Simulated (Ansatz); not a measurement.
**BLYP/cc-pVDZ run of GeH4O2 (SMILES [OH][GeH2][OH])**

What is the electronic atomisation energy of GeH4O2 at BLYP/cc-pVDZ? 

The calculation is run with Ansatz 0.2.0.

53 further runs of the same task are left out: 53 set aside as unsound or not needed.

## Step 1: The system as given

GeH4O2 has 7 atoms, charge 0, and is taken as a singlet. As SMILES, `[OH][GeH2][OH]`. The coordinates come from a PBE0-D4/def2-TZVP relaxation. This is one conformer, not always the lowest.

Bond lengths: O1–Ge2 1.776 Å, Ge2–O3 1.773 Å, O1–H4 0.959 Å, Ge2–H5 1.543 Å, Ge2–H6 1.525 Å, O3–H7 0.959 Å. Angles: O1–Ge2–O3 110.8°, O1–Ge2–H5 108.6°, O1–Ge2–H6 106.6°, O3–Ge2–H5 109.7°, O3–Ge2–H6 104.9°, Ge2–O1–H4 113.3°, Ge2–O3–H7 113.6°, H5–Ge2–H6 116.1°.

## Step 2: The energy at BLYP/cc-pVDZ

in.yaml reads:

```yaml
basis:
  gaussian:
    orbitals: cc-pVDZ
crystal:
  periodic: [false, false, false]
  atoms:
    - {symbol: O, position_ang: [-1.491300, -0.416000, -0.173900]}
    - {symbol: Ge, position_ang: [0.023500, 0.377000, 0.305300]}
    - {symbol: O, position_ang: [1.347400, -0.798900, 0.400600]}
    - {symbol: H, position_ang: [-1.634900, -0.418700, -1.122100]}
    - {symbol: H, position_ang: [0.363400, 1.460500, -0.739100]}
    - {symbol: H, position_ang: [-0.172500, 0.863100, 1.737300]}
    - {symbol: H, position_ang: [1.625600, -1.135200, -0.453800]}
hamiltonian:
  xc: {name: BLYP}
accuracy: high
output:
  orbitals: {seedname: orbitals}
```

On the command line:

```bash
$ ansatz run in.yaml --threads 1 --pin off --max-ram 3480MiB --events-out events.jsonl --progress --plain --runs-dir runs
```

The log of the run:

```text
Warning: RAYON_NUM_THREADS=1 ignored (pool sized by the plan → 1); use --threads N
Functional definition: BLYP
  name "BLYP"
  parameter beta = 0.0042
  parameter a = 0.04918
  parameter b = 0.132
  parameter c = 0.2533
  parameter d = 0.349
  exchange = b88_x(beta = beta)
  correlation = lyp_c(a = a, b = b, c = c, d = d)
1673 factors; integrals over basis functions are off by at most 4.6e-9 eV
mean field evaluation 1: about -60667.1406 eV, gradient 7.9e1 eV
mean field evaluation 2: about -60599.8171 eV, gradient 1.9e2 eV
mean field evaluation 4: about -60677.9517 eV, gradient 4.6e0 eV
mean field evaluation 8: about -60678.0304 eV, gradient 9.6e-2 eV
mean field evaluation 16: about -60678.0304 eV, gradient 6.4e-6 eV
mean field -60678.03041513 eV, -2229.8764887099 hartree, gradient 3.0e-8 eV, S^2 0.000000; 0 other end points of the search recorded, 0 dependent functions left out
reference -60678.03046441 eV, -2229.8764905209 hartree; 26, 26 occupied and 49, 49 virtual orbitals, 1673 factors
Total energy: -60678.03046441 eV, -2229.8764905209 hartree
```

Wall time 4.8 s (1 thread of Arm Neoverse V2, shared host); peak memory 0.18 GiB.

## Step 3: The Ge atom at the same level

molecule.yaml reads:

```yaml
crystal:
  periodic: [false, false, false]
  atoms:
    - {symbol: Ge, position_ang: [0.000000, 0.000000, 0.000000]}
basis:
  gaussian: {orbitals: cc-pVDZ}
hamiltonian: {xc: {name: BLYP}}
accuracy: high
magnetization: {spin_polarized: true, initial_magnetization: 2}
```

Run the same way, it converges to -2076.95291 Eh (log not shown).

## Step 4: The H atom at the same level

job.yaml reads:

```yaml
crystal:
  periodic: [false, false, false]
  atoms:
    - {symbol: H, position_ang: [0.000000, 0.000000, 0.000000]}
basis:
  gaussian:
    orbitals: cc-pVDZ
magnetization:
  spin_polarized: true
  initial_magnetization: 1
hamiltonian:
  xc: {name: BLYP}
accuracy: high
```

On the command line:

```bash
$ ansatz run job.yaml --threads 1 --pin off --max-ram 3480MiB --events-out events.jsonl --progress --plain --runs-dir runs
```

The log of the run, cut to the lines that bear on the results:

```text
Warning: RAYON_NUM_THREADS=1 ignored (pool sized by the plan → 1); use --threads N
[... 9 set-up lines as earlier in the session ...]
15 factors; integrals over basis functions are off by at most 4.6e-8 eV
mean field evaluation 1: about -13.5051 eV, gradient 4.7e-1 eV
mean field evaluation 2: about -13.5079 eV, gradient 5.7e-2 eV
mean field evaluation 4: about -13.5078 eV, gradient 4.7e-5 eV
mean field evaluation 8: about -13.5078 eV, gradient 8.0e-9 eV
mean field -13.50779466 eV, -0.4964022977 hartree, gradient 8.0e-9 eV, S^2 0.750000; 0 other end points of the search recorded, 0 dependent functions left out
reference -13.50782071 eV, -0.4964032550 hartree; 1, 0 occupied and 4, 5 virtual orbitals, 15 factors
Total energy: -13.50782071 eV, -0.4964032550 hartree
```

Run time: 0.1 s. Hardware: 1 thread of Arm Neoverse V2, shared host.

## Step 5: The O atom, same level

run.yaml reads:

```yaml
crystal:
  periodic: [false, false, false]
  atoms:
    - {symbol: O, position_ang: [0.000000, 0.000000, 0.000000]}
basis:
  gaussian:
    orbitals: cc-pVDZ
magnetization:
  spin_polarized: true
  initial_magnetization: 2
hamiltonian:
  xc: {name: BLYP}
accuracy: high
```

Run the same way, it converges to -75.05452 Eh (log not shown).

## Step 6: Outcome

At BLYP/cc-pVDZ:

| quantity | value |
| --- | --- |
| molecule: total energy | -2229.87649 Eh |
| molecule: HOMO energy | -6.50 eV |
| molecule: LUMO energy | -0.07 eV |
| molecule: HOMO–LUMO gap | 6.43 eV |
| Ge atom: total energy | -2076.95291 Eh |
| Ge atom: ⟨S²⟩ | 2.001 |
| H atom: total energy | -0.49640 Eh |
| H atom: ⟨S²⟩ | 0.750 |
| O atom: total energy | -75.05452 Eh |
| O atom: ⟨S²⟩ | 2.002 |
| electronic atomisation energy | 22.556 eV |

Taking the molecule apart into free atoms costs 22.56 eV (520 kcal/mol), before zero-point energy and without spin-orbit coupling.
